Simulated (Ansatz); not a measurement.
**MoCl+ (quintet): the correlation ladder, def2-QZVPP**

An exercise on one series of results from a longer session: the logs are not shown, and one member is left open.

Program: Ansatz 0.2.0, Gaussian basis. Level of theory: def2-QZVPP, core rule «outside noble gas», up to 9 orbitals frozen. These are calculated values, not measurements.

The runs, in order: UHF; ROHF; CCSD(T) on UHF.

## The geometry

The geometry is a PBE0/def2-TZVP stationary point (not a proven minimum) of the parent state, kept for this charge and spin. No spin-orbit coupling is included. Elements past krypton take def2 core potentials.

2 atoms, charge 1, spin multiplicity 5.

Atoms are counted from 1 here; the program's logs count them from 0.

Bond lengths: Mo1–Cl2 2.637 Å.

As a file:

```xyz
2
ClMo
Mo    0.0000    0.0000    0.0000
Cl    0.0000    0.0000    2.6372
```

The first run:

in.yaml

```yaml
crystal:
  periodic: [false, false, false]
  atoms:
    - {symbol: Mo, position_ang: [0.000000, 0.000000, 0.000000]}
    - {symbol: Cl, position_ang: [0.000000, 0.000000, 2.637200]}
basis:
  gaussian: {orbitals: "def2-QZVPP.json"}
total_charge: 1
magnetization: {spin_polarized: true, initial_magnetization: 4}
hamiltonian: {xc: hf}
output: {orbitals: {seedname: orbitals}}
```

On the command line:

```bash
$ ansatz run in.yaml --threads 1 --pin off --events-out ev --progress --plain --max-ram 4096MiB --backend cpu
```

Steps of the session up to this table: UHF; ROHF; CCSD(T) on UHF.

One of the session's tables, all rows but one given; the rest of the session is left out.

| method | from UCCSD(T) (kcal/mol) |
| --- | --- |
| ROHF | +206.27 |
| UHF | +201.46 |
| UMP2 | +24.83 |
| UCCSD | ? |
| UCCSD(T) | 0 |

**Question.** Estimate the row for UCCSD.

As computed: from UCCSD(T) (kcal/mol): +9.84. In the column «from UCCSD(T) (kcal/mol)» it lies between UCCSD(T) (0) and UMP2 (+24.83).
